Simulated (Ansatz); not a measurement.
**CH7AlBFGe: one species, many methods**

Aim: compute CH7AlBFGe with functionals from several rungs and with coupled cluster. The yardstick is the atomisation energy at the CCSD(T) limit.

Computed with Ansatz 0.2.0, Gaussian basis. Level: functionals in def2-TZVPP, the program's frozen cores in correlated methods.

Plan: PBE-D4, r2SCAN-D4, PBE0-D4, B3LYP-D4, ωB97X-V, ωB97M-V, B2PLYP; CCSD(T)/def2-TZVPP; MP2/def2-QZVPP; extrapolation to the limit.

### 1 The relaxed structure

An earlier PBE0-D4 in a triple-zeta def2 set relaxation fixed the geometry.

SMILES `[CH3][AlH][B](F)[GeH3]`, 12 atoms, charge 0, spin multiplicity 1.

Atoms are counted from 1 here; the program's logs count them from 0.

Bond lengths: C1–Al2 1.954 Å, C1–H6 1.092 Å, C1–H7 1.096 Å, C1–H8 1.096 Å, Al2–B3 2.190 Å, Al2–H9 1.595 Å, B3–F4 1.327 Å, B3–Ge5 2.097 Å, Ge5–H10 1.544 Å, Ge5–H11 1.544 Å, Ge5–H12 1.541 Å. Angles: Al2–C1–H6 113.8°, Al2–C1–H7 110.4°, Al2–C1–H8 110.7°, H6–C1–H7 107.8°, H6–C1–H8 108.0°, H7–C1–H8 105.8°, C1–Al2–B3 117.3°, C1–Al2–H9 121.0°, B3–Al2–H9 121.7°, Al2–B3–F4 120.7°, Al2–B3–Ge5 121.8°, F4–B3–Ge5 117.5°, B3–Ge5–H10 108.9°, B3–Ge5–H11 108.8°, B3–Ge5–H12 116.6°, H10–Ge5–H11 105.7°, H10–Ge5–H12 108.1°, H11–Ge5–H12 108.1°.

### 2 PBE-D4 (GGA)

in.yaml

```yaml
crystal:
  periodic: [false, false, false]
  atoms:
    - {symbol: C, position_ang: [-1.974961, 0.698375, 0.397228]}
    - {symbol: Al, position_ang: [-0.701369, -0.314014, 1.478750]}
    - {symbol: B, position_ang: [1.242737, -0.768527, 0.579403]}
    - {symbol: F, position_ang: [2.168436, -1.428552, 1.262865]}
    - {symbol: Ge, position_ang: [1.717997, -0.184670, -1.378294]}
    - {symbol: H, position_ang: [-2.936570, 0.862159, 0.887980]}
    - {symbol: H, position_ang: [-1.560185, 1.678984, 0.135763]}
    - {symbol: H, position_ang: [-2.163392, 0.190571, -0.555605]}
    - {symbol: H, position_ang: [-1.071666, -0.784097, 2.957664]}
    - {symbol: H, position_ang: [1.547725, 1.345349, -1.498990]}
    - {symbol: H, position_ang: [0.683205, -0.798769, -2.346426]}
    - {symbol: H, position_ang: [3.125243, -0.552010, -1.886238]}
basis:
  gaussian: {orbitals: def2-TZVPP}
hamiltonian: {xc: pbe, dispersion: d4}
output: {forces: true, orbitals: {seedname: orbitals}}
```

Launch:

```bash
ansatz run in.yaml --threads 4 --pin off --events-out ev --progress --plain --max-ram 10444MiB
```

Further steps of the session: r2SCAN-D4 (meta-GGA); PBE0-D4 (hybrid); B3LYP-D4 (hybrid); ωB97X-V (range-separated); ωB97M-V (range-separated); B2PLYP (double hybrid); CCSD(T) in def2-TZVPP; MP2 in def2-QZVPP.

**Question.** What will the summary of the whole plan be? Wanted: atomisation energy, CCSD(T)/CBS; farthest; mean size of error, hybrid; mean size of error, range-separated; gap, smallest and largest; T1 diagnostic; triples share of the correlation energy.

The runs gave:

| quantity | value |
| --- | --- |
| atomisation energy, CCSD(T)/CBS | 920.5 kcal/mol |
| functionals within 9.2 kcal/mol (1.0 %) | PBE-D4, r2SCAN-D4, PBE0-D4, B3LYP-D4, ωB97X-V, ωB97M-V |
| farthest | B2PLYP (-12.0 kcal/mol) |
| mean size of error, hybrid | 3.6 kcal/mol |
| mean size of error, range-separated | 2.8 kcal/mol |
| gap, smallest and largest | 2.04 eV (PBE-D4), 8.30 eV (ωB97X-V) |
| T1 diagnostic | 0.0130 |
| triples share of the correlation energy | 3.3 % |

PBE-D4 misses by +5.1 kcal/mol. Double hybrids carry the basis error of their MP2 part in triple zeta, and no dispersion term here, so their miss is partly the set-up's. Misses under about 9.2 kcal/mol are within the doubt on the reference itself, which lacks core-valence correlation, relativity and higher excitations, and its outer-core shells are covered unevenly. Hartree-Fock recovers 76 % of the binding; the rest is correlation. Orbital gaps span 2.0 to 8.3 eV; exact exchange widens them. Correlated methods include outer-core shells of Ge, which these sets cover unevenly.
